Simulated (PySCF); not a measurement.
# From one method to the next for BeI

What do other methods print for BeI?

Method: each script names its method and basis; program: PySCF 2.14.0.

2 further runs of the same task are left out: 2 that didn't finish.

## (1) The system as given

BeI: 2 atoms, charge 0, spin multiplicity 2.

Bond lengths: Be1–I2 2.111 Å.

## (2) The base run

Contents of input.py:

```python
from pyscf import gto, dft, tdscf

mol = gto.M(
    atom='Be 0 0 0; I 0 0 2.111',
    basis='sbkjc',
    ecp={'Be': 'sbkjc', 'I': 'sbkjc'},
    charge=0,
    spin=1,
    verbose=3,
)
mf = dft.UKS(mol, xc='o3lyp')
mf.kernel()
td = tdscf.TDDFT(mf)
td.nstates = 5
td.kernel()
td.analyze(verbose=3)
mf.dip_moment()
print('orbital energies (hartree):', [e[max(0, n-3):n+3].round(4) for e, n in zip(mf.mo_energy, mol.nelec)])
```

Command:

```sh
$ python input.py
```

## (3) Tpssh

Edit 1 changes functional: o3lyp → tpssh.

input.py: that of step 2 with these lines changed.

```diff
@@ -10,3 +10,3 @@
 )
-mf = dft.UKS(mol, xc='o3lyp')
+mf = dft.UKS(mol, xc='tpssh')
 mf.kernel()
```

## (4) RKS

Edit 2 changes SCF type: UKS → RKS.

Contents of input.py:

```python
from pyscf import gto, dft, tdscf

mol = gto.M(
    atom='Be 0 0 0; I 0 0 2.111',
    basis='sbkjc',
    ecp={'Be': 'sbkjc', 'I': 'sbkjc'},
    charge=0,
    spin=1,
    verbose=3,
)
mf = dft.RKS(mol, xc='o3lyp')
mf.kernel()
td = tdscf.TDDFT(mf)
td.nstates = 5
td.kernel()
td.analyze(verbose=3)
mf.dip_moment()
print('orbital energies (hartree):', mf.mo_energy[..., max(0, mol.nelec[1]-3):mol.nelec[0]+3].round(4))
```

## (5) Slater,

Edit 3 changes functional: o3lyp → slater,.

input.py: that of step 2 with these lines changed.

```diff
@@ -10,3 +10,3 @@
 )
-mf = dft.UKS(mol, xc='o3lyp')
+mf = dft.UKS(mol, xc='slater,')
 mf.kernel()
```

## (6) Number of roots 15

Edit 4 changes number of roots: 5 → 15.

input.py: that of step 2 with these lines changed.

```diff
@@ -13,3 +13,3 @@
 td = tdscf.TDDFT(mf)
-td.nstates = 5
+td.nstates = 15
 td.kernel()
```

Q: Predict the outcome of this session. Wanted: for each run, E(SCF); from base; SCF dipole; after the SCF.

**Answer**, as computed:

| run | E(SCF) (hartree) | from base (eV) | SCF dipole (D) | after the SCF |
| --- | --- | --- | --- | --- |
| base | -12.511337 | 0 | 0.32 | lowest root found 3.05 eV |
| tpssh | -12.508545 | not comparable | 0.31 | lowest root found 3.17 eV |
| RKS | -12.511001 | +0.0091 | 0.33 | lowest root found 3.13 eV |
| slater, (poor choice) | -12.058288 | not comparable | 0.05 | lowest root found 2.98 eV |
| number of roots 15 | -12.511337 | 0.0000 | 0.32 | lowest root found 3.05 eV |

What this shows: Total energies of different functionals can't be compared with each other; differences within one functional can. Rows marked «poor choice» come from settings spoiled on purpose.
